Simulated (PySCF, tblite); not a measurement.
**C₇H₃F₃N₂S: geometry, infrared bands and NMR shifts**

Wanted: the infrared bands and NMR shifts of C₇H₃F₃N₂S (`FC(F)(F)c1cccc2snnc12`), by calculation.

Programs: tblite 0.8.0 and PySCF 2.14.0, with density-fitted response routines of our own. Each step states its level of theory. These are calculated values for one molecule in the gas phase, unless marked as measured. Atoms are numbered from 0 throughout.

**1. The molecule as given**

16 atoms, charge 0, multiplicity 1; geometry from: force field or distance geometry start.

Bonds of the start (Å): F0–C1 1.35, C1–F2 1.37, C1–F3 1.37, C1–C4 1.50, C4–C5 1.41, C5–C6 1.39, C6–C7 1.39, C7–C8 1.39, C8–S9 1.73, S9–N10 1.67, N10–N11 1.32, N11–C12 1.39, C12–C4 1.42, C12–C8 1.39, C5–H13 1.10, C6–H14 1.09, C7–H15 1.10.

**2. Optimising the geometry with GFN2-xTB**

The job: settings as JSON, then the geometry in Å.

```
{"job": {"kind": "relax", "xc": "GFN2-xTB", "basis": "xTB"}, "charge": 0, "multiplicity": 1}
F      2.676300     0.795000    -1.092700
C      2.232300     0.208700     0.044500
F      2.601400     1.027200     1.078300
F      3.014500    -0.900500     0.192400
C      0.767900    -0.109100     0.044000
C      0.299900    -1.436200     0.160700
C     -1.054900    -1.733100     0.144500
C     -2.001800    -0.722200     0.010700
C     -1.541800     0.586600    -0.118000
S     -2.418600     2.065900    -0.303900
N     -1.032000     2.994000    -0.361600
N      0.072100     2.278400    -0.242900
C     -0.193000     0.922900    -0.097400
H      1.025700    -2.251100     0.273300
H     -1.383700    -2.762200     0.250200
H     -3.072000    -0.955300     0.006400
```

On the command line:

```sh
$ OMP_NUM_THREADS=1 python probes_run.py task.json out
```

The driver reads the jobs from task.json and runs them one after another.

**Question.** This job is followed by: GFN2-xTB harmonic vibrations, gas phase; GIAO PBE0/pcSseg-1 NMR shielding, non-relativistic, gas phase. Predict these results of the whole session: strongest single infrared mode (GFN2-xTB); zero-point energy (GFN2-xTB); ¹³C shifts against TMS (PBE0/pcSseg-1); ¹H shifts against TMS (PBE0/pcSseg-1); ¹⁹F shifts against CFCl3 (PBE0/pcSseg-1, means over atoms taken as alike); ³³S shifts against CS2 (PBE0/pcSseg-1); ¹⁵N shifts against NH3 (PBE0/pcSseg-1); surface potential, 1st and 99th percentile.

As calculated:

```
                                                                 quantity                                                value
                                strongest single infrared mode (GFN2-xTB)                                1056 cm⁻¹, 310 km/mol
                                             zero-point energy (GFN2-xTB)                                        57.1 kcal/mol
                                   ¹³C shifts against TMS (PBE0/pcSseg-1)  154.4, 154.0, 133.1, 133.1, 132.1, 129.5, 128.7 ppm
                                    ¹H shifts against TMS (PBE0/pcSseg-1)                                 8.64, 8.35, 8.03 ppm
¹⁹F shifts against CFCl3 (PBE0/pcSseg-1, means over atoms taken as alike)                                            -75.0 ppm
                                   ³³S shifts against CS2 (PBE0/pcSseg-1)                                              500 ppm
                                   ¹⁵N shifts against NH3 (PBE0/pcSseg-1)                                     475.9, 474.2 ppm
                                    surface potential, 1st and 99th percentile                                   -1.48 V and 1.63 V
```

In words: Relaxing lowered the energy by 0.299 eV in 24 steps; the close pair that moved most is N10–N11, from 1.321 to 1.242 Å. No mode is imaginary among the 42: a minimum at this level. GFN2-xTB is a fitted tight-binding method: band positions and strengths are rough. Its intensities can rank the bands wrongly. NICS(1)zz of -29 ppm above the planar ring from C4 marks a diatropic (aromatic) ring current. NICS(1)zz of -30 ppm above the planar ring from C8 marks a diatropic (aromatic) ring current. At PBE0/pcSseg-1, counted by nearest atom on the grid, the HOMO lies on N10, N11 about 36 % each; S9 16 %, the LUMO on N10 24 %; C4, C6 about 12 % each.
